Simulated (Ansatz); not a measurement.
# BH5O2SSi: basis-set convergence

An exercise on one series of results from a longer session: the logs are not shown, and one member is left open.

The runs use Ansatz 0.2.0, Gaussian basis; one geometry, several basis sets.

The runs, in order: PBE0-D4/def2-SVP; ωB97M-V/def2-SVP; PBE0-D4/def2-QZVPP; ωB97M-V/def2-QZVPP; the functionals' def2-TZVPP values are taken from earlier runs.

### The relaxed structure

All runs share one geometry, relaxed beforehand with PBE0-D4 in a triple-zeta def2 set.

SMILES `OB(S)O[SiH3]`, 10 atoms, charge 0, spin multiplicity 1.

Atoms are counted from 1 here; the program's logs count them from 0.

Bond lengths: O1–B2 1.358 Å, O1–H6 0.959 Å, B2–S3 1.836 Å, B2–O4 1.352 Å, S3–H7 1.342 Å, O4–Si5 1.638 Å, Si5–H8 1.482 Å, Si5–H9 1.482 Å, Si5–H10 1.489 Å. Angles: B2–O1–H6 114.5°, O1–B2–S3 118.9°, O1–B2–O4 117.2°, S3–B2–O4 123.9°, B2–S3–H7 96.9°, B2–O4–Si5 142.6°, O4–Si5–H8 108.6°, O4–Si5–H9 108.6°, O4–Si5–H10 110.7°, H8–Si5–H9 110.3°, H8–Si5–H10 109.3°, H9–Si5–H10 109.3°.

The first run:

in.yaml reads:

```yaml
crystal:
  periodic: [false, false, false]
  atoms:
    - {symbol: O, position_ang: [-1.475763, 0.045995, -1.952745]}
    - {symbol: B, position_ang: [-0.421918, -0.027041, -1.098998]}
    - {symbol: S, position_ang: [1.262488, -0.277380, -1.786274]}
    - {symbol: O, position_ang: [-0.687680, 0.092338, 0.221341]}
    - {symbol: Si, position_ang: [0.025453, 0.105824, 1.695984]}
    - {symbol: H, position_ang: [-1.244416, -0.042903, -2.879013]}
    - {symbol: H, position_ang: [1.915935, -0.279588, -0.614478]}
    - {symbol: H, position_ang: [-0.252445, 1.408835, 2.344020]}
    - {symbol: H, position_ang: [-0.536781, -1.001525, 2.503847]}
    - {symbol: H, position_ang: [1.498226, -0.075857, 1.569316]}
basis:
  gaussian: {orbitals: def2-SVP}
hamiltonian: {xc: pbe0, dispersion: d4}
output: {orbitals: {seedname: orbitals}}
```

On the command line:

```console
$ ansatz run in.yaml --threads 4 --pin off --events-out ev --progress --plain --max-ram 10444MiB
```

Steps of the session up to this table: PBE0-D4 in def2-SVP; ωB97M-V in def2-SVP; PBE0-D4 in def2-QZVPP; ωB97M-V in def2-QZVPP.

One table of the session follows, with a row left open; its other results are not shown here.

It belongs to the step «Density functionals: the series». 

```
functional       basis  HOMO (eV)  LUMO (eV)
   PBE0-D4    def2-SVP      -7.55       0.33
   PBE0-D4  def2-TZVPP      -7.73      -0.14
   PBE0-D4  def2-QZVPP      -7.76      -0.30
   ωB97M-V    def2-SVP      -9.74       2.25
   ωB97M-V  def2-TZVPP          ?          ?
   ωB97M-V  def2-QZVPP      -9.98       1.13
```

**Question.** Estimate the row for ωB97M-V, def2-TZVPP.

As computed: HOMO (eV): -9.95; LUMO (eV): 1.52. In the column «HOMO (eV)» it lies between ωB97M-V, def2-QZVPP (-9.98) and ωB97M-V, def2-SVP (-9.74).
